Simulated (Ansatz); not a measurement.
# GeNH3 (triplet): from Hartree-Fock to the top rungs at a displaced geometry (v2), cc-pVDZ

One table from this session's results is given with a row withheld; the runs are named, their logs left out.

Method: cc-pVDZ, core rule «outside noble gas», up to 15 orbitals frozen; program: Ansatz 0.2.0, Gaussian basis.

Plan: UHF; CCSD(T) on ROHF; CCSD(T) on UHF; BCCD(T) on ROHF; CISD; CCSDT(Q) on ROHF; CCSDT(Q) on UHF.

28 further runs of the same task are left out: 15 that didn't finish, 13 set aside as unsound or not needed.

**What is computed**

The geometry is a PBE0/def2-TZVP stationary point (not a proven minimum) with its atoms shifted at random (size 0.100 Å). No spin-orbit coupling is included. The filled d shell of Ge may be among the frozen orbitals whatever the setting's name suggests; the logs give the count.

5 atoms, charge 0, spin multiplicity 3.

Atoms are counted from 1 here; the program's logs count them from 0.

Bond lengths: Ge1–N2 1.730 Å, Ge1–H3 1.545 Å, Ge1–H4 1.595 Å, Ge1–H5 1.686 Å. Angles: N2–Ge1–H3 111.3°, N2–Ge1–H4 107.6°, N2–Ge1–H5 111.0°, H3–Ge1–H4 110.9°, H3–Ge1–H5 109.2°, H4–Ge1–H5 106.7°.

Set-up of the first run:

in.yaml

```yaml
crystal:
  periodic: [false, false, false]
  atoms:
    - {symbol: Ge, position_ang: [-0.251656, -0.001166, -0.000304]}
    - {symbol: N, position_ang: [1.477830, 0.021613, 0.005363]}
    - {symbol: H, position_ang: [-0.832197, 1.430412, 0.006165]}
    - {symbol: H, position_ang: [-0.728487, -0.815100, 1.285864]}
    - {symbol: H, position_ang: [-0.839474, -0.831609, -1.344639]}
basis:
  gaussian: {orbitals: cc-pVDZ}
magnetization: {spin_polarized: true, initial_magnetization: 2}
hamiltonian: {xc: hf}
output: {orbitals: {seedname: orbitals}}
```

Launch:

```bash
> ansatz run in.yaml --threads 1 --pin off --events-out ev --progress --plain --max-ram 2393MiB
```

Steps of the session up to this table: UHF; CCSD(T) on ROHF; CCSD(T) on UHF; BCCD(T) on ROHF; CISD; CCSDT(Q) on ROHF; CCSDT(Q) on UHF.

One of the session's tables, all rows but one given; the rest of the session is left out.

```
   method  from UCCSDT(Q) (meV)
     ROHF               +6805.8
      UHF               +6621.9
     RMP2               +1308.3
     UMP2               +1297.9
    RCCSD                +178.6
    UCCSD                +174.3
 RCCSD(T)                 +40.0
 UCCSD(T)                     ?
  BCCD(T)                 +38.7
   RCCSDT                  +9.8
   UCCSDT                  +8.1
RCCSDT(Q)                  +2.2
UCCSDT(Q)                     0
```

**Question.** Estimate the row for UCCSD(T).

The run gave: from UCCSDT(Q) (meV): +38.3. In the column «from UCCSDT(Q) (meV)» it lies between RCCSDT (+9.8) and BCCD(T) (+38.7).

Not comparable, so not listed: CISD (they don't share determinant, frozen orbitals or solution with the rows shown, or repeat one).

Limits of these values: Restricted and unrestricted rows rest on different reference determinants; where their highest levels disagree by more than a few hundredths of an eV, they describe different states and don't form one ladder.
